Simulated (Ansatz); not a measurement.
Born–Oppenheimer molecular dynamics of a periodic cell of 16 atoms, Li (start crystal Li, start structure bcc, volume 1.05 times the crystal's). It starts from a structure without forces on its atoms.

Theory: Ansatz, DFT PBEsol, scalar-relativistic, plane waves, PAW. Settings: accuracy low, cutoff 420 eV, k mesh 2x2x2, fermi-dirac smearing 0.11 eV, no spin polarisation.

| Property | Result |
| --- | --- |
| ensemble | NVT, Langevin thermostat |
| time step | 1 fs |
| steps asked | 200 |
| set temperature | 1300 K |
| friction | 0.5 /fs |
| seed | 711023 |

Frames 1 fs apart, positions in Å.

Velocities at 100.0 fs (Å/ps):

```
Li -12.47 8.42 -6.20
Li -4.11 -0.30 -1.08
Li -17.73 32.59 -18.11
Li 10.16 -19.46 -7.78
Li 11.10 -6.89 15.23
Li 12.15 -4.52 10.67
Li 4.01 -6.20 22.85
Li -14.36 -1.93 1.74
Li 2.49 -13.46 13.41
Li -19.29 14.87 22.12
Li -4.92 5.46 15.70
Li -8.09 14.38 -19.45
Li 6.28 -13.09 -16.17
Li 26.60 3.18 6.23
Li 2.03 -12.64 3.52
Li 3.47 1.94 10.19
```

```xyz
16
Lattice="7.0944 0.0000 0.0000 0.0000 7.0944 0.0000 0.0000 0.0000 7.0944" Properties=species:S:1:pos:R:3 time_fs=100.0 energy_less_start_eV=1.045 T=1379
Li -0.208 0.037 -0.051
Li 3.584 0.231 0.207
Li -0.150 3.851 0.022
Li -0.281 -0.103 3.395
Li 1.660 1.813 2.201
Li 3.364 3.234 0.104
Li 3.648 -0.083 3.693
Li 5.527 1.723 1.974
Li 0.319 3.476 3.565
Li 1.912 5.053 1.796
Li 1.935 1.661 5.204
Li 3.456 3.976 3.851
Li 5.207 4.819 1.538
Li 5.660 1.840 5.248
Li 1.677 5.348 5.119
Li 5.336 5.624 5.105
16
Lattice="7.0944 0.0000 0.0000 0.0000 7.0944 0.0000 0.0000 0.0000 7.0944" Properties=species:S:1:pos:R:3 time_fs=101.0 energy_less_start_eV=1.091 T=1333
Li -0.222 0.050 -0.052
Li 3.569 0.229 0.205
Li -0.159 3.880 0.016
Li -0.266 -0.116 3.378
Li 1.657 1.811 2.213
Li 3.374 3.234 0.114
Li 3.652 -0.083 3.713
Li 5.511 1.720 1.980
Li 0.326 3.468 3.577
Li 1.895 5.064 1.812
Li 1.934 1.669 5.207
Li 3.446 3.987 3.839
Li 5.227 4.817 1.524
Li 5.682 1.842 5.248
Li 1.682 5.331 5.118
Li 5.338 5.622 5.110
16
Lattice="7.0944 0.0000 0.0000 0.0000 7.0944 0.0000 0.0000 0.0000 7.0944" Properties=species:S:1:pos:R:3 time_fs=102.0 energy_less_start_eV=1.134 T=1463
Li -0.229 0.066 -0.049
Li 3.553 0.230 0.202
Li -0.161 3.907 0.022
Li -0.243 -0.130 3.361
Li 1.653 1.810 2.215
Li 3.383 3.244 0.106
Li 3.650 -0.076 3.721
Li 5.488 1.718 1.990
Li 0.334 3.469 3.588
Li 1.885 5.071 1.820
Li 1.933 1.679 5.198
Li 3.432 3.999 3.840
Li 5.263 4.819 1.512
Li 5.697 1.840 5.248
Li 1.694 5.309 5.113
Li 5.336 5.620 5.112
16
Lattice="7.0944 0.0000 0.0000 0.0000 7.0944 0.0000 0.0000 0.0000 7.0944" Properties=species:S:1:pos:R:3 time_fs=103.0 energy_less_start_eV=1.158 T=1226
Li -0.228 0.077 -0.046
Li 3.542 0.226 0.199
Li -0.166 3.930 0.027
Li -0.218 -0.145 3.352
Li 1.657 1.804 2.206
Li 3.395 3.260 0.085
Li 3.639 -0.072 3.722
Li 5.474 1.723 1.994
Li 0.332 3.474 3.599
Li 1.881 5.079 1.828
Li 1.933 1.693 5.193
Li 3.430 4.006 3.840
Li 5.296 4.817 1.508
Li 5.703 1.828 5.258
Li 1.708 5.283 5.096
Li 5.326 5.619 5.112
16
Lattice="7.0944 0.0000 0.0000 0.0000 7.0944 0.0000 0.0000 0.0000 7.0944" Properties=species:S:1:pos:R:3 time_fs=104.0 energy_less_start_eV=1.161 T=1079
Li -0.218 0.084 -0.048
Li 3.533 0.218 0.191
Li -0.168 3.940 0.024
Li -0.204 -0.152 3.340
Li 1.662 1.804 2.198
Li 3.402 3.267 0.075
Li 3.633 -0.078 3.716
Li 5.480 1.730 1.996
Li 0.314 3.473 3.604
Li 1.870 5.088 1.838
Li 1.925 1.710 5.199
Li 3.436 4.009 3.837
Li 5.327 4.822 1.515
Li 5.707 1.816 5.264
Li 1.719 5.265 5.072
Li 5.313 5.608 5.106
16
Lattice="7.0944 0.0000 0.0000 0.0000 7.0944 0.0000 0.0000 0.0000 7.0944" Properties=species:S:1:pos:R:3 time_fs=105.0 energy_less_start_eV=1.165 T=1249
Li -0.209 0.091 -0.054
Li 3.539 0.214 0.173
Li -0.170 3.931 0.021
Li -0.198 -0.158 3.336
Li 1.667 1.807 2.198
Li 3.401 3.269 0.077
Li 3.644 -0.092 3.708
Li 5.495 1.728 1.998
Li 0.286 3.473 3.599
Li 1.849 5.090 1.845
Li 1.915 1.719 5.203
Li 3.436 4.011 3.849
Li 5.347 4.828 1.521
Li 5.708 1.803 5.271
Li 1.728 5.258 5.062
Li 5.309 5.589 5.083
16
Lattice="7.0944 0.0000 0.0000 0.0000 7.0944 0.0000 0.0000 0.0000 7.0944" Properties=species:S:1:pos:R:3 time_fs=106.0 energy_less_start_eV=1.178 T=1178
Li -0.206 0.096 -0.059
Li 3.557 0.206 0.156
Li -0.166 3.918 0.028
Li -0.191 -0.161 3.347
Li 1.666 1.802 2.207
Li 3.402 3.260 0.089
Li 3.650 -0.099 3.705
Li 5.511 1.723 2.002
Li 0.256 3.479 3.580
Li 1.829 5.086 1.845
Li 1.920 1.725 5.196
Li 3.424 4.017 3.865
Li 5.354 4.832 1.528
Li 5.701 1.784 5.282
Li 1.735 5.251 5.064
Li 5.311 5.576 5.061
16
Lattice="7.0944 0.0000 0.0000 0.0000 7.0944 0.0000 0.0000 0.0000 7.0944" Properties=species:S:1:pos:R:3 time_fs=107.0 energy_less_start_eV=1.188 T=1060
Li -0.206 0.104 -0.062
Li 3.572 0.199 0.149
Li -0.153 3.912 0.035
Li -0.188 -0.160 3.359
Li 1.669 1.793 2.216
Li 3.416 3.239 0.106
Li 3.647 -0.108 3.699
Li 5.519 1.719 2.006
Li 0.237 3.477 3.554
Li 1.816 5.077 1.844
Li 1.917 1.728 5.192
Li 3.401 4.024 3.867
Li 5.368 4.846 1.541
Li 5.689 1.770 5.284
Li 1.744 5.247 5.066
Li 5.309 5.563 5.058
16
Lattice="7.0944 0.0000 0.0000 0.0000 7.0944 0.0000 0.0000 0.0000 7.0944" Properties=species:S:1:pos:R:3 time_fs=108.0 energy_less_start_eV=1.191 T=1450
Li -0.206 0.120 -0.062
Li 3.590 0.200 0.140
Li -0.136 3.906 0.038
Li -0.185 -0.153 3.356
Li 1.672 1.781 2.223
Li 3.437 3.218 0.112
Li 3.650 -0.119 3.683
Li 5.514 1.707 2.012
Li 0.224 3.465 3.542
Li 1.808 5.063 1.849
Li 1.908 1.728 5.188
Li 3.380 4.026 3.862
Li 5.386 4.867 1.549
Li 5.675 1.760 5.272
Li 1.753 5.244 5.066
Li 5.303 5.543 5.052
16
Lattice="7.0944 0.0000 0.0000 0.0000 7.0944 0.0000 0.0000 0.0000 7.0944" Properties=species:S:1:pos:R:3 time_fs=109.0 energy_less_start_eV=1.204 T=1596
Li -0.202 0.134 -0.058
Li 3.608 0.205 0.136
Li -0.110 3.905 0.040
Li -0.184 -0.146 3.339
Li 1.679 1.763 2.233
Li 3.464 3.198 0.110
Li 3.665 -0.122 3.661
Li 5.514 1.693 2.023
Li 0.205 3.451 3.542
Li 1.802 5.045 1.855
Li 1.907 1.729 5.177
Li 3.362 4.026 3.862
Li 5.407 4.875 1.551
Li 5.654 1.762 5.254
Li 1.758 5.237 5.066
Li 5.299 5.519 5.036
16
Lattice="7.0944 0.0000 0.0000 0.0000 7.0944 0.0000 0.0000 0.0000 7.0944" Properties=species:S:1:pos:R:3 time_fs=110.0 energy_less_start_eV=1.234 T=1488
Li -0.204 0.131 -0.051
Li 3.621 0.199 0.137
Li -0.092 3.914 0.047
Li -0.195 -0.130 3.323
Li 1.689 1.745 2.237
Li 3.498 3.190 0.105
Li 3.679 -0.120 3.651
Li 5.524 1.690 2.031
Li 0.182 3.431 3.541
Li 1.793 5.040 1.865
Li 1.906 1.718 5.155
Li 3.350 4.024 3.865
Li 5.417 4.869 1.557
Li 5.632 1.774 5.245
Li 1.766 5.226 5.065
Li 5.295 5.505 5.012
16
Lattice="7.0944 0.0000 0.0000 0.0000 7.0944 0.0000 0.0000 0.0000 7.0944" Properties=species:S:1:pos:R:3 time_fs=111.0 energy_less_start_eV=1.293 T=1862
Li -0.218 0.123 -0.039
Li 3.632 0.196 0.134
Li -0.093 3.924 0.067
Li -0.217 -0.102 3.308
Li 1.694 1.740 2.244
Li 3.536 3.186 0.107
Li 3.677 -0.112 3.657
Li 5.525 1.686 2.038
Li 0.160 3.416 3.538
Li 1.787 5.040 1.872
Li 1.898 1.705 5.127
Li 3.345 4.023 3.861
Li 5.423 4.860 1.566
Li 5.602 1.781 5.238
Li 1.772 5.208 5.060
Li 5.287 5.502 4.990
```

Of the whole run (200 fs, mean temperature of the second half 1352 K): A run of 0.2 ps of so small a system gives no equilibrium averages. The friction is so strong that the motion is overdamped, so the time scale means little. Limits of this set-up: coarse k mesh, low accuracy level.

Time of the run: 12 min on 1 thread of Arm Neoverse V1, with other jobs on the host, peak memory 0.51 GiB.
